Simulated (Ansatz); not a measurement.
# ClGeH7Si2: the cost of one run

The runs use Ansatz 0.2.0; RKS PBE-D4/def2-SVP.

## 1. Where the work starts

SMILES `[SiH3][GeH2][SiH2]Cl`, 11 atoms, charge 0, spin multiplicity 1.

Atoms are counted from 1 here; the program's logs count them from 0.

Bond lengths: Si1–Ge2 2.394 Å, Si1–H5 1.502 Å, Si1–H6 1.505 Å, Si1–H7 1.505 Å, Ge2–Si3 2.392 Å, Ge2–H8 1.553 Å, Ge2–H9 1.555 Å, Si3–Cl4 2.097 Å, Si3–H10 1.504 Å, Si3–H11 1.503 Å. Angles: Ge2–Si1–H5 109.2°, Ge2–Si1–H6 110.8°, Ge2–Si1–H7 109.2°, H5–Si1–H6 109.3°, H5–Si1–H7 109.3°, H6–Si1–H7 109.0°, Si1–Ge2–Si3 107.2°, Si1–Ge2–H8 110.6°, Si1–Ge2–H9 111.4°, Si3–Ge2–H8 109.8°, Si3–Ge2–H9 109.8°, H8–Ge2–H9 108.0°, Ge2–Si3–Cl4 106.5°, Ge2–Si3–H10 110.8°, Ge2–Si3–H11 114.3°, Cl4–Si3–H10 107.9°, Cl4–Si3–H11 108.1°, H10–Si3–H11 108.9°.

Geometry (Å):

```xyz
11
charge 0, multiplicity 1
Si   -1.3035    1.3806    0.3913
Ge    0.0947   -0.4711    0.9813
Si    1.3495   -1.0578   -0.9693
Cl    0.0335   -0.9027   -2.5949
H    -2.3300    0.9270   -0.6074
H    -2.0016    1.9321    1.6049
H    -0.4572    2.4639   -0.2210
H    -0.7652   -1.6818    1.4369
H     1.0637   -0.1049    2.1414
H     2.4768   -0.0876   -1.1923
H     1.9045   -2.4544   -0.9503
```

This geometry comes from a loose relaxation at PBE in a small basis, which is not shown.

## 3. Setting up the map

- bond length Ge2–Si3: 11 values from 2.01 to 3.11 Å
- dihedral Si1–Ge2–Si3–Cl4: 10 values from −180 to 144 °, periodic

Nothing else is relaxed (all other coordinates rigid). Energies count from the relaxed molecule at the same level. Points are written as (first, second).

(The set-up runs are not shown.)

## 4. Point (2.89 Å, 72°)

The input, input.yaml:

```yaml
crystal:
  periodic: [false, false, false]
  atoms:
    - { symbol: Si, position_ang: [-1.301844, 1.379086, 0.388853] }
    - { symbol: Ge, position_ang: [0.095439, -0.472276, 0.98211] }
    - { symbol: Si, position_ang: [1.60959, -1.176795, -1.375287] }
    - { symbol: Cl, position_ang: [3.024233, 0.346452, -1.650558] }
    - { symbol: H, position_ang: [-2.32978, 0.926929, -0.609183] }
    - { symbol: H, position_ang: [-1.998615, 1.92954, 1.603964] }
    - { symbol: H, position_ang: [-0.456105, 2.46241, -0.222684] }
    - { symbol: H, position_ang: [-0.764106, -1.683199, 1.436699] }
    - { symbol: H, position_ang: [1.061603, -0.10438, 2.143334] }
    - { symbol: H, position_ang: [2.351377, -2.469081, -1.171158] }
    - { symbol: H, position_ang: [0.783358, -1.280761, -2.627126] }
basis:
  gaussian: { orbitals: def2-SVP }
hamiltonian:
  xc: pbe
  dispersion: d4
output:
  forces: true
```

Launch:

```sh
> ansatz run input.yaml --threads 1 --pin off --max-ram 2560MiB --backend cpu --events-out ev --progress --plain --runs-dir out
```

**Question.** How long does this run take on 1 thread of Arm Neoverse V1, shared host, and how much memory does it need?

About 4.5 s, with a peak of 0.16 GiB.
